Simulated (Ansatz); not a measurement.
# EuZn (distorted cell): a check of forces and pressure against finite differences

Run with Ansatz 0.2.0 through its Python package.

Script `fdcheck.py`:
```python
"""Forces and pressure of EuZn against finite differences of the energy, distorted."""

import ansatz as az
import numpy as np

VECTORS = np.array([
    [3.80627, 0.04584, -0.02235],
    [0.04584, 3.82141, -0.0118],
    [-0.02235, -0.0118, 3.79546],
])
SITES = [
    ("Eu", (0.99845, 0.01036, 0.99664), 7),
    ("Zn", (0.50485, 0.507, 0.48759), 0.0),
]


def make_crystal(cell):
    crystal = az.Crystal(lattice=az.Lattice.of(cell))
    for symbol, position, moment in SITES:
        crystal = crystal.atom(symbol, position, moment=moment or None)
    return crystal


def main() -> None:
    def solve(crystal):
        return (
            crystal.calculation()
            .mixing("msr1", ndim=6, beta=0.2)
            .spin(az.SpinTreatment.COLLINEAR)
            .occupations("methfessel_paxton", width=0.05)
            .functional("PBEsol", dispersion="D4")
            .basis(540, xc_grid=2)
            .kpoints(5, 5, 5)
            .scf(tolerance=1e-09)
            .forces()
            .stress()
            .run(threads=1)
        ).report


    centre = solve(make_crystal(VECTORS))
    start = make_crystal(VECTORS)
    # central difference: F = -(E(+h) - E(-h)) / 2h
    print(f"force on atom 1 along x: analytic {centre['forces_ev_ang'][1][0]:.4f} eV/A")
    for h in (0.005, 0.02):
        shift = np.eye(3)[0] * h @ np.linalg.inv(VECTORS)
        plus, minus = (solve(start.move(1, to=np.array(SITES[1][1]) + sign * shift))["lagrangian_ev"] for sign in (1, -1))
        print(f"  step {h} A: numerical {-(plus - minus) / (2 * h):.4f} eV/A")
    # P = -dF/dV; the difference feels the change of the plane-wave count with the cell
    volume = abs(np.linalg.det(VECTORS))
    larger, smaller = (solve(make_crystal(VECTORS * (1 + sign * 0.005) ** (1 / 3)))["lagrangian_ev"] for sign in (1, -1))
    numerical = -(larger - smaller) / (0.01 * volume) * 160.21766
    print(f"pressure: analytic {np.trace(centre['stress_gpa']) / 3:.3f}, numerical {numerical:.3f} GPa")


if __name__ == "__main__":
    main()
```

```console
$ python fdcheck.py
DeckWarning: output.stress: scf.convergence.dr2_threshold = 1e-9 eV is looser than the 2e-10 eV advised for a printed stress (1e-10 eV for each atom of the cell: 2). What an SCF threshold leaves in a stress goes as its square root, and in the free energy as [...]
force on atom 1 along x: analytic -0.0416 eV/A
  step 0.005 A: numerical -0.0416 eV/A
  step 0.02 A: numerical -0.0416 eV/A
pressure: analytic -4.634, numerical -4.633 GPa
```
(Warnings from the package without file and line, shortened.)

The settings weren't tested for convergence. Open f shells: without a Hubbard U, without spin-orbit coupling; the state reached hangs on the start and needn't be the lowest. Dispersion corrections can be off by several per cent in the lattices of metals, and by several GPa in the pressure at a fixed cell. For a metal this k-point mesh is coarse: on a finer one energies can move by several to tens of meV an atom and pressures by half a GPa or more, differences at one mesh by less. Pressure is positive in compression. The cell is a database structure, distorted on purpose. The central difference errs as the square of the step, so the shorter step is the fairer test; what remains comes from the finite grid and the SCF threshold. It ran for 5.6 min on 1 thread of AMD EPYC 7R43 64-Core Processor (Zen 3) (shared host), peak memory 0.62 GiB.
